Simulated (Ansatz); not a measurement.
# ScCu: a strain scan

Aim: for ScCu, strain the cell along the Voigt pattern (1, 0, 0, 0, 0, 0).

Program: Ansatz 0.2.0. Level of theory: DFT r2SCAN, scalar-relativistic, plane waves, PAW. These are calculated values, not measurements.

## (1) Starting point

Symmetry: Pm-3m, No. 221, cubic system. Conventional cell: a = 3.256 Å, b = 3.256 Å, c = 3.256 Å, α = 90.00°, β = 90.00°, γ = 90.00°. Around Sc (site symmetry m-3m) lie 8 Cu at 2.82 Å. Cu (site symmetry m-3m) has 8 Sc at 2.82 Å in its first shell of neighbours.

Structure file:

```cif
data_structure
_symmetry_space_group_name_H-M 'P 1'
_symmetry_Int_Tables_number 1
_cell_length_a 3.2560
_cell_length_b 3.2560
_cell_length_c 3.2560
_cell_angle_alpha 90.000
_cell_angle_beta 90.000
_cell_angle_gamma 90.000
_cell_volume 34.52
loop_
_atom_site_label
_atom_site_type_symbol
_atom_site_fract_x
_atom_site_fract_y
_atom_site_fract_z
_atom_site_occupancy
Sc1 Sc 0.50000 0.50000 0.50000 1
Cu1 Cu 0.00000 0.00000 0.00000 1
```

No relaxation comes first: the listed cell is the starting point.

## (2) The reference cell

The reference gives a free energy of -8772.3903 eV, pressure -1.66 GPa, largest force 0.000 eV/Å and gap on the mesh none (metal). It was computed beforehand with the settings of the runs below.

## (3) The scan: a strain scan

The cell is strained by ε times the Voigt pattern (1, 0, 0, 0, 0, 0) (xx, yy, zz, yz, xz, xy; engineering shear), with fractional coordinates fixed (clamped ions). The stress on the pattern is the sum of the stress components weighted by it, tension positive.

## (4) At ε = -0.0200

The input, input.yaml:

```yaml
crystal:
  lattice:
    - [3.19088, 0.0, 0.0]
    - [0.0, 3.256, 0.0]
    - [0.0, 0.0, 3.256]
  atoms:
    - { symbol: Sc, position: [0.5, 0.5, 0.5] }
    - { symbol: Cu, position: [0.0, 0.0, 0.0] }
basis:
  ecutwfc: 500
kpoints:
  mp_grid: { grid: [14, 14, 14] }
hamiltonian:
  xc: r2scan
scf:
  occupations: { method: gaussian, width: 0.15 }
output:
  forces: true
  stress: true
  eigenvalues: true
```

Started as:

```console
$ ansatz run input.yaml --threads 1 --pin off --max-ram 2560MiB --backend cpu --events-out ev --progress --plain --runs-dir out
```

## (5) ε = 0.0150

input.yaml, as its differences from that of step 4:

```diff
@@ -2,3 +2,3 @@
   lattice:
-    - [3.19088, 0.0, 0.0]
+    - [3.30484, 0.0, 0.0]
     - [0.0, 3.256, 0.0]
```

## (6) At ε = -0.0100

input.yaml, as its differences from that of step 5:

```diff
@@ -2,3 +2,3 @@
   lattice:
-    - [3.30484, 0.0, 0.0]
+    - [3.22344, 0.0, 0.0]
     - [0.0, 3.256, 0.0]
```

## (7) At ε = 0.0050

input.yaml, as its differences from that of step 6:

```diff
@@ -2,3 +2,3 @@
   lattice:
-    - [3.22344, 0.0, 0.0]
+    - [3.27228, 0.0, 0.0]
     - [0.0, 3.256, 0.0]
```

## (8) ε = 0.0200

input.yaml, as its differences from that of step 7:

```diff
@@ -2,3 +2,3 @@
   lattice:
-    - [3.27228, 0.0, 0.0]
+    - [3.32112, 0.0, 0.0]
     - [0.0, 3.256, 0.0]
```

## (9) At ε = -0.0150

input.yaml, as its differences from that of step 8:

```diff
@@ -2,3 +2,3 @@
   lattice:
-    - [3.32112, 0.0, 0.0]
+    - [3.20716, 0.0, 0.0]
     - [0.0, 3.256, 0.0]
```

## (10) ε = 0.0100

input.yaml, as its differences from that of step 9:

```diff
@@ -2,3 +2,3 @@
   lattice:
-    - [3.20716, 0.0, 0.0]
+    - [3.28856, 0.0, 0.0]
     - [0.0, 3.256, 0.0]
@@ -20 +20,5 @@
   eigenvalues: true
+  write_density: true
+  write_potential: true
+  elf: true
+  volumetric_format: npy
```

## (11) At ε = -0.0050

input.yaml, as its differences from that of step 10:

```diff
@@ -2,3 +2,3 @@
   lattice:
-    - [3.28856, 0.0, 0.0]
+    - [3.23972, 0.0, 0.0]
     - [0.0, 3.256, 0.0]
```

## (12) ε = 0.0175

input.yaml, as its differences from that of step 11:

```diff
@@ -2,3 +2,3 @@
   lattice:
-    - [3.23972, 0.0, 0.0]
+    - [3.31298, 0.0, 0.0]
     - [0.0, 3.256, 0.0]
@@ -20,5 +20 @@
   eigenvalues: true
-  write_density: true
-  write_potential: true
-  elf: true
-  volumetric_format: npy
```

(Steps that only read results are left out.)

Before running it: what results should come out? Wanted: slope of the stress at ε = 0, over ±0.0050.

**Answer**, as computed:

```
                                  quantity    value
slope of the stress at ε = 0, over ±0.0050  128 GPa
```

From the stress slope, C11 is about 128 GPa with the ions clamped; letting the atoms relax could not make it stiffer. The reference stands under -1.7 GPa, so this is no zero-stress constant. The energy drops below the reference, by 1.1 meV/atom at ε = -0.0150; the cell was taken as given and not relaxed at this level.
